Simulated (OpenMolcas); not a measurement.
# Si2NH5F (SMILES F[SiH2]N[SiH2]): a chain of runs

We compute a series of 9 runs (ROHF/ANO-XS-MB, CASSCF(7,7)/ANO-XS-VDZP, MC-PDFT[tLSDA](6,7)/ANO-XS-VDZP, CASPT2[IPEA 0.15](7,7)/ANO-XS-VDZP, MC-PDFT[tOPBE](7,7)/ANO-XS-VDZP, CASPT2[IPEA 0](7,7)/ANO-XS-VDZP, DMRG(7,7)/ANO-XS-VDZP, CASPT2(7,7)/ANO-XS-VDZP) of FH5NSi2. 

Program for the calculation: OpenMolcas 26.06.

1 further run of the same task is left out (it didn't finish).

### 1 The structure to begin with

Si2NH5F has 9 atoms, charge 0, and is taken as a doublet. SMILES: `F[SiH2]N[SiH2]`. The coordinates come from a PBE0-D4/def2-TZVP relaxation. This is one conformer, not always the lowest.

Bond lengths: F1–Si2 1.600 Å, Si2–N3 1.712 Å, N3–Si4 1.736 Å, Si2–H5 1.480 Å, Si2–H6 1.477 Å, N3–H7 1.012 Å, Si4–H8 1.489 Å, Si4–H9 1.494 Å. Some angles: F1–Si2–N3 112.4°, Si2–N3–Si4 128.4°, F1–Si2–H5 106.1°, F1–Si2–H6 106.9°, N3–Si2–H5 109.2°, N3–Si2–H6 108.5°, Si2–N3–H7 115.7°, Si4–N3–H7 115.2°, N3–Si4–H8 106.6°, N3–Si4–H9 109.5°.

### 2 The energy at ROHF/ANO-XS-MB (DKH2) (run 1)

File step1.input:

```
&GATEWAY
 XBAS
 F.ANO-XS-MB
 Si.ANO-XS-MB
 N.ANO-XS-MB
 H.ANO-XS-MB
 End of Basis
 ZMAT
 F1
 Si2 1 1.600246
 N3 2 1.711537 1 112.39074
 Si4 3 1.735808 2 128.38013 1 -87.09924
 H5 2 1.480254 1 106.10212 3 119.30613
 H6 2 1.477498 5 113.87365 1 -117.24676
 H7 3 1.011643 2 115.67555 6 -159.48388
 H8 4 1.48947 3 106.62122 7 169.1777
 H9 4 1.493549 8 110.97708 3 119.19123
 End of ZMAT
 Finite

&SEWARD
 Relativistic=R02E00

&SCF
 UHF
 Spin=2
 PrOrbitals=1 2

&RASSCF
 FileOrb=$Project.UnaOrb
 Spin=2
 Nactel=1 0 0
 Inactive=24
 Ras2=1
 OutOrbitals=Canonical
 OrbListing=Few
```

Run with:

```console
$ export MOLCAS_MEM=1860
$ pymolcas step1.input > step1.log
```

What it wrote:

```text
--- Start Module: gateway ---
[...]
--- Stop Module: gateway /rc=_RC_ALL_IS_WELL_ ---
[...]
      Basis functions           33
[...]
--- Start Module: scf ---
[...]
       Convergence after  12 Iterations
[...]
::    Total SCF energy                               -735.6730799730
[...]
      Total spin, S                                     0.5014133739
[...]
--- Stop Module: scf /rc=_RC_ALL_IS_WELL_ ---
[...]
--- Start Module: rasscf ---
[...]
      Number of active orbitals                  1
[...]
      Spin quantum number                      0.5
[...]
      Active orbitals                            1
[...]
      Number of CSFs                             1
[...]
      Number of root(s) required                 1
[...]
      Convergence after  8 iterations
[...]
      printout of CI-coefficients larger than  0.05 for root  1
      energy=    -735.672574
      conf/sym  1     Coeff  Weight
             1  u   1.00000 1.00000
      Natural orbitals and occupation numbers for root  1
      sym 1:   1.000000
      ************************************************************************************************************************
      *                                                    Final results                                                     *
[...]
::    RASSCF root number  1 Total energy:   -735.67257417
[...]
      Total electronic charge=   49.000000
      Total            charge=   -0.000000
[...]
      Dipole Moment (debye):
      Origin of the operator (angstrom)=    1.0724   -0.4340    1.7242
                   X=  1.1600E+00               Y=  8.7575E-01               Z=  1.7290E+00           Total=  2.2588E+00
      Quadrupole Moment (debye*angstrom):
[...]
--- Stop Module: rasscf /rc=_RC_ALL_IS_WELL_ ---
[...]
```

Run time: 5.1 s. Hardware: 1 thread of Intel Xeon Platinum 8259CL at 2.50GHz (Skylake/Cascade Lake), shared host; peak memory 0.37 GiB.

### 3 The excited states at CASSCF(7,7)/ANO-XS-VDZP (DKH2, RICD fitting, 5 states averaged) (run 2)

File step2.inp:

```
&GATEWAY
XBAS
F.ANO-XS-MB
Si.ANO-XS-MB
N.ANO-XS-MB
H.ANO-XS-MB
End of Basis
ZMAT
F1
Si2 1 1.600246
N3 2 1.711537 1 112.39074
Si4 3 1.735808 2 128.38013 1 -87.09924
H5 2 1.480254 1 106.10212 3 119.30613
H6 2 1.477498 5 113.87365 1 -117.24676
H7 3 1.011643 2 115.67555 6 -159.48388
H8 4 1.48947 3 106.62122 7 169.1777
H9 4 1.493549 8 110.97708 3 119.19123
End of ZMAT
Finite
&SEWARD
Relativistic = R02E00
&RASSCF
FileOrb = $CurrDir/step1.RasOrb
Alter = 4
1 15 22
1 20 24
1 26 31
1 27 32
Spin = 2
Nactel = 7 0 0
Inactive = 21
Ras2 = 7
CIRoot = 5 5 1
OrbListing = Nothing
>>> COPY $Project.RunFile RUNFIL1
>>> COPY $Project.RasOrb INPORB
&GATEWAY
XBAS
F.ANO-XS-VDZP
Si.ANO-XS-VDZP
N.ANO-XS-VDZP
H.ANO-XS-VDZP
End of Basis
ZMAT
F1
Si2 1 1.600246
N3 2 1.711537 1 112.39074
Si4 3 1.735808 2 128.38013 1 -87.09924
H5 2 1.480254 1 106.10212 3 119.30613
H6 2 1.477498 5 113.87365 1 -117.24676
H7 3 1.011643 2 115.67555 6 -159.48388
H8 4 1.48947 3 106.62122 7 169.1777
H9 4 1.493549 8 110.97708 3 119.19123
End of ZMAT
RICD
Finite
&SEWARD
Relativistic = R02E00
>>> COPY $Project.RunFile RUNFIL2
&EXPBAS
&RASSCF
FileOrb = $Project.ExpOrb
Spin = 2
Nactel = 7 0 0
Inactive = 21
Ras2 = 7
CIRoot = 5 5 1
OrbListing = Few
OrbAppear = Compact
```

Run with:

```console
$ export MOLCAS_MEM=1860
$ pymolcas step2.inp > step2.log
```

What it wrote:

```text
[...]
      Basis functions           33
[...]
      Number of active orbitals                  7
[...]
      Spin quantum number                      0.5
[...]
      Active orbitals                            7
[...]
      Number of CSFs                           784
[...]
      Number of root(s) required                 5
[...]
      Convergence after 25 iterations
[...]
      Natural orbitals and occupation numbers for root  1
      sym 1:   1.976228   1.991859   1.979669   1.002808   0.007012   0.019857   0.022568
      Natural orbitals and occupation numbers for root  2
      sym 1:   1.104362   1.971677   1.979126   1.753560   0.140807   0.021186   0.029283
      Natural orbitals and occupation numbers for root  3
      sym 1:   1.720272   1.905710   1.978768   0.550733   0.791050   0.021312   0.032155
[...]
::    RASSCF root number  1 Total energy:   -735.69600076
::    RASSCF root number  2 Total energy:   -735.49860288
[...]
      Basis functions           89
[...]
      Convergence after 23 iterations
[...]
      Natural orbitals and occupation numbers for root  2
      sym 1:   1.926166   1.978738   1.982327   0.125503   0.953524   0.018243   0.015499
      Natural orbitals and occupation numbers for root  3
      sym 1:   1.064450   1.975082   1.982425   1.852446   0.070005   0.017873   0.037719
      Natural orbitals and occupation numbers for root  4
      sym 1:   1.969026   1.776743   1.982498   0.429284   0.021541   0.017568   0.803340
      Natural orbitals and occupation numbers for root  5
      sym 1:   1.973950   1.220966   1.982545   1.519424   0.021680   0.017052   0.264382
[...]
::    RASSCF root number  2 Total energy:   -735.83058334
::    RASSCF root number  3 Total energy:   -735.80037306
::    RASSCF root number  4 Total energy:   -735.78119633
::    RASSCF root number  5 Total energy:   -735.76790354
[...]
```

It took 23 s on 1 thread of Intel Xeon Platinum 8259CL at 2.50GHz (Skylake/Cascade Lake), shared host; peak memory 0.37 GiB.

The roots found:

```tsv
excited state	energy (eV)
1	4.981
2	5.803
3	6.325
4	6.687
```

Run 3 isn't shown in full; the table further down has it.

### 4 The distorted shape: the energy at CASPT2[IPEA 0.15](7,7)/ANO-XS-VDZP (DKH2, RICD fitting, ipea shift 0.15 Eh, pt2 variant SS, sigma1 shift 0.2) (run 4)

File step4.input:

```
* FH5NSi2 CASPT2

&GATEWAY
  Coord
  9
  angstrom
  F       -1.711469       1.100793      -1.267397
  Si      -0.333457       1.135282      -0.484723
  N        0.268805      -0.442740      -0.323575
  Si      -0.068368      -1.458527       0.874358
  H        0.772027       1.828383      -1.678190
  H       -0.261079       1.701795       0.759204
  H        0.413436      -0.949874      -1.384140
  H       -0.187050      -0.537611       2.047767
  H        1.403044      -2.288500       1.156399
  Basis
  ANO-XS-VDZP
  Group
  NoSym
  RICD

&SEWARD
  Relativistic
  R02E00

&RASSCF
  FileOrb
  $CurrDir/step2.RasOrb
  Spin
  2
  Nactel
  7 0 0
  Inactive
  21
  Ras2
  7
  OrbListing
  Few
  OrbAppear
  Compact

&CASPT2
  IPEA
  0.15
  Sig1
  0.2
```

Run with:

```console
$ export MOLCAS_MEM=1860
$ pymolcas step4.input > step4.log
```

What it wrote:

```text
--- Start Module: gateway ---
[...]
--- Stop Module: gateway /rc=_RC_ALL_IS_WELL_ ---
[...]
      Basis functions           89
[...]
--- Start Module: rasscf ---
[...]
      Number of active orbitals                  7
[...]
      Spin quantum number                      0.5
[...]
      Active orbitals                            7
[...]
      Number of CSFs                           784
[...]
      Number of root(s) required                 1
[...]
      Convergence after 28 iterations
[...]
      printout of CI-coefficients larger than  0.05 for root  1
      energy=    -735.979628
      conf/sym  1111111     Coeff  Weight
             5  2220u00   0.97463 0.94989
            29  ud22u00  -0.05709 0.00326
            32  0222u00  -0.07926 0.00628
           234  2200u20   0.12516 0.01566
           263  2020u02   0.07819 0.00611
      Natural orbitals and occupation numbers for root  1
      sym 1:   1.970507   1.967309   1.962873   0.030640   1.001795   0.036768   0.030108
      ************************************************************************************************************************
      *                                                    Final results                                                     *
[...]
::    RASSCF root number  1 Total energy:   -735.97962786
[...]
      Total electronic charge=   49.000000
      Total            charge=   -0.000000
[...]
      Dipole Moment (debye):
      Origin of the operator (angstrom)=   -0.4025    0.0577   -0.1787
                   X= -1.1155E-01               Y= -1.1730E-01               Z= -6.5401E-02           Total=  1.7459E-01
      Quadrupole Moment (debye*angstrom):
[...]
      E2 (Variational):          -0.4964619271
      Total energy:            -736.4760897914
[...]
      Reference weight:           0.86995
[...]
::    CASPT2 Root  1     Total energy:   -736.47608979
[...]
```

Wall time 23 s (1 thread of Intel Xeon Platinum 8259CL at 2.50GHz (Skylake/Cascade Lake), shared host); peak memory 0.084 GiB.

Runs 5 to 8 aren't shown in full; the table further down has their settings and results.

### 5 The vertical excitations at CASPT2(7,7)/ANO-XS-VDZP (DKH2, RICD fitting, ipea shift 0.25 Eh, pt2 variant RMS, real shift 0.2 Eh, 5 states averaged) (run 9)

File step9.input:

```
>>> EXPORT MOLCAS_PRINT=2

&gateway
 xbas
 F.ANO-XS-VDZP
 Si.ANO-XS-VDZP
 N.ANO-XS-VDZP
 H.ANO-XS-VDZP
 End of Basis
 zmat
 F1
 Si2 1 1.600246
 N3 2 1.711537 1 112.39074
 Si4 3 1.735808 2 128.38013 1 -87.09924
 H5 2 1.480254 1 106.10212 3 119.30613
 H6 2 1.477498 5 113.87365 1 -117.24676
 H7 3 1.011643 2 115.67555 6 -159.48388
 H8 4 1.48947 3 106.62122 7 169.1777
 H9 4 1.493549 8 110.97708 3 119.19123
 End of ZMAT
 ricd
 finite

&seward
 relativistic = R02E00

&rasscf
 fileorb = $CurrDir/step2.RasOrb
 spin = 2
 nactel = 7 0 0
 inactive = 21
 ras2 = 7
 ciroot = 5 5 1
 orblisting = Few
 orbappear = Compact

&caspt2
 rmultistate = all
 ipea = 0.25
 shift = 0.2
 frozen = 0
```

Run with:

```console
$ export MOLCAS_MEM=1860
$ pymolcas step9.input > step9.log
```

What it wrote:

```text
--- Start Module: gateway ---
[...]
      Basis functions           89
[...]
      Number of active orbitals                  7
[...]
      Spin quantum number                      0.5
[...]
      Active orbitals                            7
[...]
      Number of CSFs                           784
[...]
      Number of root(s) required                 5
[...]
      Convergence after  7 iterations
[...]
      Natural orbitals and occupation numbers for root  1
      sym 1:   1.991550   1.996954   1.982214   1.000102   0.003941   0.017784   0.007456
      Natural orbitals and occupation numbers for root  2
      sym 1:   1.926147   1.978737   1.982327   0.125537   0.953510   0.018242   0.015500
      Natural orbitals and occupation numbers for root  3
      sym 1:   1.064465   1.975082   1.982426   1.852412   0.070022   0.017873   0.037721
      Natural orbitals and occupation numbers for root  4
      sym 1:   1.969026   1.776794   1.982499   0.429204   0.021542   0.017568   0.803368
      Natural orbitals and occupation numbers for root  5
      sym 1:   1.973953   1.220929   1.982545   1.519507   0.021679   0.017053   0.264335
      ************************************************************************************************************************
      *                                                    Final results                                                     *
[...]
::    RASSCF root number  1 Total energy:   -736.01363970
::    RASSCF root number  2 Total energy:   -735.83058139
[...]
      Total electronic charge=   49.000000
      Total            charge=   -0.000000
[...]
::    RMS-CASPT2 Root  2     Total energy:   -736.37646500
::    RMS-CASPT2 Root  3     Total energy:   -736.35892596
::    RMS-CASPT2 Root  4     Total energy:   -736.32864192
::    RMS-CASPT2 Root  5     Total energy:   -736.32388941
[...]
```

Run time: 46 s. Hardware: 1 thread of Intel Xeon Platinum 8259CL at 2.50GHz (Skylake/Cascade Lake), shared host; peak memory 0.084 GiB.

The roots found:

```tsv
excited state	energy (eV)
1	4.905
2	5.382
3	6.206
4	6.336
```

### 6 Overview of the runs

```tsv
run	level	integral approximation	task	partner	energy (Eh)	dipole moment (D) of the reference	wall time
1	ROHF/ANO-XS-MB (DKH2)	none	energy	base	-735.672574	2.26	5.1 s
2	CASSCF(7,7)/ANO-XS-VDZP (DKH2, RICD fitting, 5 states averaged)	RICD	excited	base	-736.013641	1.58	23 s
3	MC-PDFT[tLSDA](6,7)/ANO-XS-VDZP (DKH2, RICD fitting)	RICD	energy	cation	-735.082367	–	35 s
4	CASPT2[IPEA 0.15](7,7)/ANO-XS-VDZP (DKH2, RICD fitting, ipea shift 0.15 Eh, pt2 variant SS, sigma1 shift 0.2)	RICD	energy	rattled	-736.476090	0.17	23 s
5	MC-PDFT[tOPBE](7,7)/ANO-XS-VDZP (DKH2, RICD fitting, hybrid share 0.25, 5 states averaged)	RICD	excited	base	-737.286635	1.58	17 s
6	CASPT2[IPEA 0](7,7)/ANO-XS-VDZP (DKH2, RICD fitting, ipea shift 0 Eh, pt2 variant MS, 5 states averaged, second multiplicity 4)	RICD	spin-orbit	base	-736.554137	–	85 s
7	DMRG(7,7)/ANO-XS-VDZP (DKH2, RICD fitting, bond dimension 16)	RICD	energy	base	-736.047646	1.94	83 s
8	CASPT2[IPEA 0.15](7,7)/ANO-XS-VDZP (DKH2, RICD fitting, ipea shift 0.15 Eh, pt2 variant XDW, 5 states averaged, weight exponent 50)	RICD	excited	base	-736.551800	1.58	41 s
9	CASPT2(7,7)/ANO-XS-VDZP (DKH2, RICD fitting, ipea shift 0.25 Eh, pt2 variant RMS, real shift 0.2 Eh, 5 states averaged)	RICD	excited	base	-736.556723	1.58	46 s
```

### 7 What came out

| quantity | value |
| --- | --- |
| run 9, CASPT2(7,7)/ANO-XS-VDZP: energy of the lowest of 5 roots | -736.55672 Eh |
| run 9, CASPT2(7,7)/ANO-XS-VDZP: dipole moment (CASSCF density) | 1.58 D |
| run 9, CASPT2(7,7)/ANO-XS-VDZP: lowest excitation energy within this active space | 4.91 eV |

**Reading.** In run 1 the basis is minimal, so the values are rough. All runs together took 6 min, the longest 85 s.
